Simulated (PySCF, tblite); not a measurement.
# C4H7N3Si: dynamics, then NMR shifts on frames, part 2 of 2

tblite 0.8.0 and PySCF 2.14.0. Atoms count from 0. The steps go on from the part before.

## Step 5: NMR shieldings: 625 fs, PBE0/pcSseg-1

What the job is given:

```
{"job": {"kind": "nmr", "xc": "PBE0", "basis": "pcSseg-1", "pop": false}, "charge": 0, "multiplicity": 1}
C     -2.880700     0.671700    -0.043900
C     -1.631100    -0.117400    -0.037500
C     -0.407300     0.586900     0.057900
C      0.771400    -0.163700     0.057700
Si     2.487800     0.580900    -0.027700
N      0.659300    -1.482200    -0.058400
N     -0.510100    -2.098300    -0.200500
N     -1.603500    -1.432800    -0.193600
H     -2.686700     1.593600    -0.624000
H     -3.195600     1.013200     0.955000
H     -3.675800     0.082400    -0.476700
H     -0.435800     1.763500     0.057600
H      2.728800     0.934800    -1.386400
H      3.406100    -0.397200     0.625500
H      2.381300     1.806100     0.822900
```

With the program's defaults for keys left out, this is: GIAO PBE0/pcSseg-1 NMR shielding, non-relativistic, gas phase.

Standard output:

```text
coarse grid: 13496 points
cycle   1  E = -609.6717160543  dE =  1.207e+00  |g| = 3.991e-01  |ddm| = 3.826e+00
cycle   2  E = -609.6776829130  dE = -5.967e-03  |g| = 3.675e-01  |ddm| = 7.127e-01
cycle   3  E = -609.7016393750  dE = -2.396e-02  |g| = 1.395e-01  |ddm| = 3.556e-01
cycle   4  E = -609.7053705160  dE = -3.731e-03  |g| = 4.324e-02  |ddm| = 1.404e-01
cycle   5  E = -609.7057753807  dE = -4.049e-04  |g| = 1.314e-02  |ddm| = 4.514e-02
cycle   6  E = -609.7058066281  dE = -3.125e-05  |g| = 5.696e-03  |ddm| = 1.534e-02
cycle   7  E = -609.7058139592  dE = -7.331e-06  |g| = 6.560e-04  |ddm| = 5.153e-03
final grid: 127344 points
cycle   8  E = -609.7485956472  dE = -2.904e-05  |g| = 5.737e-03  |ddm| = 3.974e-02
cycle   9  E = -609.7485926710  dE =  2.976e-06  |g| = 6.724e-03  |ddm| = 1.305e-02
cycle  10  E = -609.7486029620  dE = -1.029e-05  |g| = 1.867e-03  |ddm| = 7.687e-03
cycle  11  E = -609.7486038618  dE = -8.998e-07  |g| = 2.220e-04  |ddm| = 1.947e-03
cycle  12  E = -609.7486038715  dE = -9.692e-09  |g| = 9.273e-05  |ddm| = 2.435e-04
cycle  13  E = -609.7486038730  dE = -1.545e-09  |g| = 3.373e-05  |ddm| = 9.329e-05
cycle  14  E = -609.7486038732  dE = -2.226e-10  |g| = 8.744e-06  |ddm| = 3.312e-05
converged SCF energy = -609.7486038732

GIAO shielding tensors (ppm)
atom      isotropic    diamagn.    paramagn.     s11        s22        s33       span
  0 C      160.262     248.300     -88.038    139.643    153.608    187.535     47.891
  1 C       27.258     257.070    -229.813    -98.109     15.351    164.531    262.640
  2 C       42.662     262.018    -219.356    -78.488     49.155    157.318    235.806
  3 C       21.774     253.076    -231.302   -105.062     11.036    159.349    264.411
  4 Si     421.420     880.831    -459.411    388.948    425.436    449.877     60.929
  5 N     -207.369     326.196    -533.565   -586.706   -285.939    250.538    837.244
  6 N     -261.852     312.933    -574.785   -710.328   -266.368    191.142    901.470
  7 N     -161.189     326.652    -487.841   -508.606   -212.607    237.646    746.252
  8 H       28.642      28.709      -0.067     24.183     28.867     32.876      8.693
  9 H       28.325      27.549       0.776     24.881     26.665     33.430      8.549
 10 H       28.897      27.382       1.515     24.757     26.908     35.026     10.269
 11 H       22.985      32.487      -9.502     19.123     20.236     29.595     10.472
 12 H       27.551      29.543      -1.993     24.791     25.642     32.219      7.428
 13 H       26.378      28.024      -1.646     23.032     24.813     31.289      8.257
 14 H       26.825      29.161      -2.336     23.483     26.244     30.750      7.267
```

Wall time 20 s (1 thread of Arm Neoverse V1, shared host); peak memory 0.81 GiB.

This run: δ C3 165.2, C1 159.7, C2 144.3, C0 26.7, H11 8.73, H13 5.34 ppm.

## Step 6: Shielding tensors: 800 fs, PBE0/pcSseg-1

What the job is given:

```
{"job": {"kind": "nmr", "xc": "PBE0", "basis": "pcSseg-1", "pop": false}, "charge": 0, "multiplicity": 1}
C     -2.856200     0.061900     0.787500
C     -1.548700    -0.486100     0.313100
C     -0.467000     0.369300     0.233200
C      0.757300    -0.131700    -0.133900
Si     2.329000     0.949100    -0.234100
N      0.847200    -1.362200    -0.541400
N     -0.219700    -2.151100    -0.457900
N     -1.363300    -1.759300    -0.057100
H     -3.456600     0.548900     0.046700
H     -2.709400     0.741700     1.648800
H     -3.491100    -0.754500     1.125100
H     -0.661100     1.445600     0.434200
H      3.453500     0.086300    -0.550400
H      2.491900     1.808500     0.927100
H      2.020000     1.852800    -1.333300
```

Method: GIAO PBE0/pcSseg-1 NMR shielding, non-relativistic, gas phase.

Standard output:

```text
coarse grid: 13496 points
cycle   1  E = -609.6729025417  dE =  1.327e+00  |g| = 4.050e-01  |ddm| = 3.861e+00
cycle   2  E = -609.6777048765  dE = -4.802e-03  |g| = 3.764e-01  |ddm| = 6.855e-01
cycle   3  E = -609.7029662136  dE = -2.526e-02  |g| = 1.443e-01  |ddm| = 3.535e-01
cycle   4  E = -609.7072318632  dE = -4.266e-03  |g| = 4.273e-02  |ddm| = 1.609e-01
cycle   5  E = -609.7076397816  dE = -4.079e-04  |g| = 1.156e-02  |ddm| = 4.401e-02
cycle   6  E = -609.7076618216  dE = -2.204e-05  |g| = 5.692e-03  |ddm| = 1.324e-02
cycle   7  E = -609.7076687372  dE = -6.916e-06  |g| = 9.823e-04  |ddm| = 5.074e-03
final grid: 127344 points
cycle   8  E = -609.7498065656  dE = -2.793e-05  |g| = 6.224e-03  |ddm| = 3.801e-02
cycle   9  E = -609.7498020477  dE =  4.518e-06  |g| = 7.684e-03  |ddm| = 1.429e-02
cycle  10  E = -609.7498151634  dE = -1.312e-05  |g| = 2.122e-03  |ddm| = 8.550e-03
cycle  11  E = -609.7498162651  dE = -1.102e-06  |g| = 2.201e-04  |ddm| = 2.147e-03
cycle  12  E = -609.7498162738  dE = -8.653e-09  |g| = 1.153e-04  |ddm| = 2.998e-04
cycle  13  E = -609.7498162767  dE = -2.947e-09  |g| = 4.106e-05  |ddm| = 1.407e-04
cycle  14  E = -609.7498162771  dE = -3.647e-10  |g| = 1.368e-05  |ddm| = 4.646e-05
converged SCF energy = -609.7498162771

GIAO shielding tensors (ppm)
atom      isotropic    diamagn.    paramagn.     s11        s22        s33       span
  0 C      164.482     245.358     -80.876    144.496    158.611    190.338     45.842
  1 C       28.252     256.017    -227.766   -100.468     20.566    164.658    265.126
  2 C       54.621     261.647    -207.026    -65.862     62.713    167.012    232.875
  3 C       28.575     252.662    -224.086    -89.690     13.721    161.695    251.385
  4 Si     421.166     880.659    -459.494    373.389    422.059    468.049     94.660
  5 N     -181.943     325.954    -507.898   -523.520   -275.072    252.762    776.283
  6 N     -284.866     311.794    -596.660   -794.079   -252.937    192.419    986.498
  7 N     -170.022     326.241    -496.263   -533.544   -214.269    237.747    771.290
  8 H       29.144      27.927       1.216     25.555     27.163     34.713      9.158
  9 H       28.808      28.030       0.778     24.126     28.611     33.686      9.560
 10 H       28.933      26.638       2.294     24.909     26.736     35.153     10.244
 11 H       24.151      34.472     -10.320     19.857     21.177     31.420     11.562
 12 H       27.052      28.591      -1.539     23.423     25.390     32.342      8.920
 13 H       27.316      29.315      -2.000     23.953     26.302     31.692      7.739
 14 H       27.220      29.378      -2.158     24.292     26.011     31.358      7.066
```

Wall time 20 s (1 thread of Arm Neoverse V1, shared host); peak memory 0.82 GiB.

This run: δ C1 158.7, C3 158.3, C2 132.3, C0 22.4, H11 7.57, H12 4.67 ppm.

## Step 7: Shielding tensors: 1000 fs, PBE0/pcSseg-1

What the job is given:

```
{"job": {"kind": "nmr", "xc": "PBE0", "basis": "pcSseg-1", "pop": false}, "charge": 0, "multiplicity": 1}
C     -2.618000    -0.117100     1.016200
C     -1.243700    -0.496700     0.509400
C     -0.191500     0.421900     0.438300
C      0.971200    -0.015500    -0.168000
Si     2.588500     0.991800    -0.450600
N      1.018700    -1.260000    -0.685200
N      0.008500    -2.030800    -0.666500
N     -1.109400    -1.668900    -0.122600
H     -2.894400     0.817100     0.580300
H     -2.701400    -0.042200     2.119500
H     -3.300100    -0.884800     0.671200
H     -0.214500     1.387900     0.873800
H      3.408900     0.518900     0.665200
H      2.333600     2.401900    -0.374200
H      3.091600     0.470100    -1.772500
```

Method: GIAO PBE0/pcSseg-1 NMR shielding, non-relativistic, gas phase.

Standard output:

```text
coarse grid: 13496 points
cycle   1  E = -609.6748380788  dE =  1.262e+00  |g| = 4.051e-01  |ddm| = 3.843e+00
cycle   2  E = -609.6827004506  dE = -7.862e-03  |g| = 3.624e-01  |ddm| = 7.178e-01
cycle   3  E = -609.7072925340  dE = -2.459e-02  |g| = 1.157e-01  |ddm| = 3.277e-01
cycle   4  E = -609.7097460535  dE = -2.454e-03  |g| = 3.795e-02  |ddm| = 1.136e-01
cycle   5  E = -609.7100389922  dE = -2.929e-04  |g| = 1.229e-02  |ddm| = 3.908e-02
cycle   6  E = -609.7100661639  dE = -2.717e-05  |g| = 5.661e-03  |ddm| = 1.481e-02
cycle   7  E = -609.7100734290  dE = -7.265e-06  |g| = 7.294e-04  |ddm| = 5.276e-03
final grid: 127344 points
cycle   8  E = -609.7527976073  dE = -2.938e-05  |g| = 5.664e-03  |ddm| = 3.626e-02
cycle   9  E = -609.7527977560  dE = -1.486e-07  |g| = 5.712e-03  |ddm| = 1.207e-02
cycle  10  E = -609.7528053756  dE = -7.620e-06  |g| = 1.203e-03  |ddm| = 6.110e-03
cycle  11  E = -609.7528057073  dE = -3.317e-07  |g| = 2.836e-04  |ddm| = 1.351e-03
cycle  12  E = -609.7528057263  dE = -1.904e-08  |g| = 7.020e-05  |ddm| = 3.274e-04
cycle  13  E = -609.7528057272  dE = -9.240e-10  |g| = 3.394e-05  |ddm| = 9.077e-05
cycle  14  E = -609.7528057275  dE = -2.592e-10  |g| = 1.101e-05  |ddm| = 3.751e-05
converged SCF energy = -609.7528057275

GIAO shielding tensors (ppm)
atom      isotropic    diamagn.    paramagn.     s11        s22        s33       span
  0 C      161.535     248.166     -86.631    141.685    153.847    189.074     47.390
  1 C       23.673     255.506    -231.833   -104.156     12.443    162.731    266.887
  2 C       56.517     259.191    -202.674    -70.945     64.036    176.460    247.405
  3 C       18.830     255.002    -236.172   -110.870      7.740    159.621    270.491
  4 Si     416.347     880.359    -464.011    372.654    433.652    442.736     70.082
  5 N     -182.564     327.275    -509.840   -566.253   -240.180    258.741    824.994
  6 N     -251.948     312.630    -564.578   -708.433   -245.754    198.342    906.775
  7 N     -167.077     326.727    -493.804   -518.727   -214.271    231.766    750.493
  8 H       29.534      29.794      -0.260     25.229     29.093     34.280      9.051
  9 H       28.377      27.303       1.074     24.785     26.816     33.529      8.744
 10 H       28.759      28.048       0.711     24.584     26.864     34.829     10.245
 11 H       24.483      35.521     -11.038     20.824     21.066     31.557     10.733
 12 H       26.786      28.516      -1.730     24.454     24.846     31.057      6.603
 13 H       27.523      29.652      -2.129     23.959     26.547     32.063      8.104
 14 H       26.142      27.759      -1.617     22.597     24.859     30.971      8.374
```

Wall time 20 s (1 thread of Arm Neoverse V1, shared host); peak memory 0.83 GiB.

In short: δ C3 168.1, C1 163.3, C2 130.4, C0 25.4, H11 7.23, H14 5.57 ppm.

## Step 8: Run by run: NMR shifts

Shifts (ppm) of some atoms, chosen among heavy atoms and hydrogens apart, with basis size and wall time:

```tsv
frame	C3	C2	H11	H8	N6	N5	N7	functions	time
250 fs	163.3	134.3	7.84	3.92	539.9	445.3	434.9	178	21 s
425 fs	159.0	132.0	7.98	2.85	536.2	419.7	438.5	178	20 s
625 fs	165.2	144.3	8.73	3.08	529.6	475.1	428.9	178	20 s
800 fs	158.3	132.3	7.57	2.57	552.6	449.7	437.8	178	20 s
1000 fs	168.1	130.4	7.23	2.18	519.7	450.3	434.8	178	20 s
```

## Step 9: Summary of results

This closing draws on all 2 parts.

| quantity | value |
| --- | --- |
| thermostat | 200 K |
| mean temperature, second half | 200 K |
| mean potential energy above the minimum | 0.29 eV |
| 13C shifts against TMS (PBE0/pcSseg-1, 250 fs) | 163.9, 163.3, 134.3, 23.0 ppm |
| 1H shifts against TMS (PBE0/pcSseg-1, 250 fs) | 7.84, 5.59, 4.81, 4.42, 3.92, 2.69, 2.12 ppm |
| 29Si shifts against TMS (PBE0/pcSseg-1, 250 fs) | -65.6 ppm |
| 15N shifts against NH3 (PBE0/pcSseg-1, 250 fs) | 539.9, 445.3, 434.9 ppm |
| range of the shift of N5 | 419.7 to 475.1 ppm |

In the second half the potential energy averages 0.29 eV above the minimum; equipartition over 39 harmonic modes at 200 K would give 0.34 eV. With 15 atoms the temperature swings widely (72 to 325 K). Shifts at one fixed geometry are not the observed spectrum, which averages over the motion. In the first frame run (250 fs): The widest tensor belongs to N6: span 961 ppm, with a paramagnetic part of -585 ppm. NICS(1)zz of -27 ppm above the planar ring from C1 marks a diatropic (aromatic) ring current. In ppm, N5 moves most: its shift spreads over 55.4 ppm, from 419.7 (425 fs) to 475.1 (625 fs).
